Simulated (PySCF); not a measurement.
# F3HSi (trifluorosilane): the cost of one run

Computed with PySCF 2.14.0, with density-fitted response routines of our own, on a single molecule, in the gas phase or a continuum. Atoms are numbered from 0 throughout.

**1. The starting structure**

5 atoms, charge 0, multiplicity 1; geometry from: GFN2-xTB. The atoms were then displaced at random by about 0.01 Å, so the start is not that level's minimum.

Bonds of the start (Å): F0–Si1 1.55, Si1–F2 1.59, Si1–F3 1.62, Si1–H4 1.42.

**2. Optimising the geometry at PBE0-D3(BJ)/def2-TZVP**

The job: settings as JSON, then the geometry in Å.

```
{"job": {"xc": "PBE0", "basis": "def2-TZVP", "d3": "d3bj", "grid": 2, "shake": 0.01, "kind": "geom"}, "charge": 0, "multiplicity": 1}
F     -0.424710     1.322090    -0.615810
Si    -0.015700    -0.002520     0.082800
F     -0.840470    -1.139470    -0.660260
F      1.531620    -0.221060    -0.332030
H     -0.217170     0.006980     1.487410
```

Launch:

```bash
$ OMP_NUM_THREADS=1 python probes_run.py task.json out
```

The driver reads the jobs from task.json and runs them one after another.

Q: Estimate the wall time and peak memory of this first job on 1 thread of Intel Xeon Platinum 8259CL at 2.50GHz, shared host.

About 25 s, with a peak of 0.53 GiB.
